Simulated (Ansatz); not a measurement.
# GeW: the cost of one run

Computed with Ansatz 0.2.0, Gaussian basis. Level: def2-TZVPP, core rule «outside noble gas», up to 18 orbitals frozen.

Plan: UHF; CCSD(T) on ROHF; CCSD(T) on UHF; CCSDT(Q) on ROHF; CCSDT(Q) on UHF; CASSCF and MRCISD+Q, 9 electrons in 10 orbitals; CASSCF and NEVPT2, 9 electrons in 10 orbitals.

5 further runs of the same task are left out: 1 for a known fault of the program, 1 that didn't finish, 3 set aside as unsound or not needed.

### 1 The geometry

The geometry is a PBE0/def2-TZVP stationary point (not a proven minimum) of the parent state, kept for this charge and spin. No spin-orbit coupling is included. Elements past krypton take def2 core potentials. The filled d shell of Ge may be among the frozen orbitals whatever the setting's name suggests; the logs give the count.

2 atoms, charge 1, spin multiplicity 6.

Atoms are counted from 1 here; the program's logs count them from 0.

Bond lengths: W1–Ge2 2.456 Å.

Coordinates:

```xyz
2

W     0.00000    0.00000    0.00000
Ge    0.00000    0.00000    2.45600
```

### 2 UHF

The input, in.yaml:

```yaml
crystal:
  periodic: [false, false, false]
  atoms:
    - {symbol: W, position_ang: [0.000000, 0.000000, 0.000000]}
    - {symbol: Ge, position_ang: [0.000000, 0.000000, 2.456000]}
basis:
  gaussian: {orbitals: def2-TZVPP}
total_charge: 1
magnetization: {spin_polarized: true, initial_magnetization: 5}
hamiltonian: {xc: hf}
output: {orbitals: {seedname: orbitals}}
```

Launch:

```sh
ansatz run in.yaml --threads 1 --pin off --events-out ev --progress --plain --max-ram 4096MiB --backend cpu
```

**Question.** How long does this run take on 1 thread of AMD EPYC 7R13, shared host, and how much memory does it need?

About 29 s, with a peak of 0.34 GiB.
